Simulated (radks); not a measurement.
**Dy⁺ in [Kr] 4d10 4f10 5s2 5p5 6s1 7s1: an all-electron calculation**

Aim: the levels, the sizes of the orbitals and the parts of the energy of the dysprosium ion Dy+.

Program: radks (a radial shooting solver on a logarithmic mesh, Libxc functionals) version 1. Level of theory: Dirac Kohn-Sham, SOGGA, spin-unpolarised, spherical densities, finite nucleus; open shells fill j = l - 1/2 first. These are calculated values, not measurements, unless marked.

**1. What is computed**

| Property | Result |
| --- | --- |
| element | dysprosium (Z = 66) |
| charge | +1 |
| electrons | 65 |
| configuration | [Kr] 4d10 4f10 5s2 5p5 6s1 7s1 |
| nuclear rms radius | 5.2218 fm |

**2. The run**

The run's settings:

```text
Z 66
configuration [Kr] 4d10 4f10 5s2 5p5 6s1 7s1
relativity Dirac
functional sogga,pbe
spin unpolarised
j_filling energy
nucleus finite rms 5.2218 fm
c 137.035999084
```

**Question.** What will this run give?

**Answer**, as computed:

| quantity | value |
| --- | --- |
| total energy | -12161.3259 hartree |
| exchange-correlation share of it | 2.13 % |
| −T/E | 1.0967 |
| highest occupied level | 7s1/2, -4.579 eV |
| most extended occupied level | 7s1/2, <r> = 7.29 bohr |
| radius at density 0.001 e/bohr³ | 4.23 bohr |
| maxima of the radial density | 5 |

What this shows: 7 principal shells are occupied and 5 maxima appear in the radial density; where shells overlap, one shows as a shoulder or not at all. Relativity lifts −T/E to 1.097. This is not the tabulated ground configuration, so its levels and sizes aren't those of the ground state, and no measured value stands beside it.
